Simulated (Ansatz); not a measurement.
# GaCo2Si2: relaxing the atoms in a fixed cell

Aim: in GaCo2Si2, a borrowed structure type, volume estimated, relax the atoms in a fixed cell, then read levels, charges and fields where it ends.

Method: DFT, PBE, spin-orbit coupling, plane waves, PAW, in Ansatz 0.2.0.

## Step 1: The structure

The structure is tetragonal, space group I4/mmm (No. 139). The conventional cell has a = 3.705 Å, b = 3.705 Å, c = 9.575 Å, α = 90.00°, β = 90.00°, γ = 90.00°. Around Si (site symmetry 4mm) lie 4 Co at 2.21 Å and 1 Si at 2.39 Å and 4 Ga at 2.88 Å. Ga (site symmetry 4/mmm) is surrounded by 8 Si at 2.88 Å and 8 Co at 3.03 Å. Co (site symmetry -4m2) has 4 Si at 2.21 Å as nearest neighbours.

Coordinates:

```xyz
5
Lattice="0.0000 3.7052 0.0000 3.7052 0.0000 0.0000 1.8526 1.8526 -4.7875" Properties=species:S:1:pos:R:3 pbc="T T T"
Si    1.8526    1.8526   -1.1969
Si    3.7052    3.7052   -3.5906
Ga    0.0000    0.0000    0.0000
Co    1.8526    3.7052   -2.3937
Co    3.7052    1.8526   -2.3937
```

It starts from an earlier solution of the starting cell (checkpoint.read).

## Step 2: The walk to rest

Input file input.yaml:

```yaml
crystal:
  lattice:
    - [0.0, 3.705172, 0.0]
    - [3.705172, 0.0, 0.0]
    - [1.852586, 1.852586, -4.787459]
  atoms:
    - { symbol: Si, position: [0.375, 0.375, 0.25] }
    - { symbol: Si, position: [0.625, 0.625, 0.75] }
    - { symbol: Ga, position: [0.0, 0.0, 0.0] }
    - { symbol: Co, position: [0.75, 0.25, 0.5] }
    - { symbol: Co, position: [0.25, 0.75, 0.5] }
  symmetry: { tolerance: 0.0003 }
kpoints:
  mp_grid: { grid: [5, 5, 5], shift: [0, 0, 0] }
magnetization:
  noncollinear: true
  spin_orbit: true
scf:
  occupations: { method: fermi_dirac }
  lower_state_search: "off"
hamiltonian:
  pseudopotentials: { kind: paw_fr }
  xc: pbe
basis:
  ecutwfc: 420
  fft_grid_basis: typed
relax:
  max_steps: 40
  f_tol: 0.03
output:
  forces: true
  stress: true
  eigenvalues: true
  bader: true
  populations: true
  elf: true
  write_potential: true
  volumetric_format: npy
  dos:
    e_range: [-12, 8]
    de: 0.05
    projected: { site_lists: { Co: [Co], Ga: [Ga], Si: [Si] } }
    method: { smearing: { sigma: 0.1, scheme: gaussian } }
  write_density: true
checkpoint:
  read: saved_state
```

Started as:

```
$ ansatz run input.yaml --threads 2 --pin off --max-ram 3584MiB --backend cpu --events-out ev --progress --plain --runs-dir out
```

Before running it: what results should come out? Wanted: moves; energy gained; largest move; pressure left in the fixed cell; character; Bader charges.

The runs gave:

| quantity | value |
| --- | --- |
| moves | 3 |
| energy gained | 9.4 meV/atom |
| largest move | 0.04 Å (Si) |
| space group (0.01 Å), before / after | I4/mmm / I4/mmm |
| pressure left in the fixed cell | 7.3 GPa |
| character | metal |
| density of states, mean within 0.25 eV of the Fermi level | 3.6 per eV per cell |
| Bader charges | Si +0.23, Ga +0.53, Co -0.49 e |

What this shows: In the fixed cell the largest move of an atom is 0.04 Å; the energy fell by 9.4 meV per atom. The fixed cell still holds a mean pressure of 7.3 GPa, so it would expand if let free. The run held to 16 symmetry operations, so a lower structure without them is not ruled out. The cell is metallic; within 0.25 eV of the Fermi level the density of states averages 3.6 per eV per cell, mostly Co d (59 %) and Si p (14 %). By Bader's partition Ga gives up most (+0.53 e) and Co takes most (-0.49 e).

Keep in mind: started without moments under time reversal, so no moment could form; the k mesh is coarse if the cell is a metal; the SCF threshold is loose for a stress.
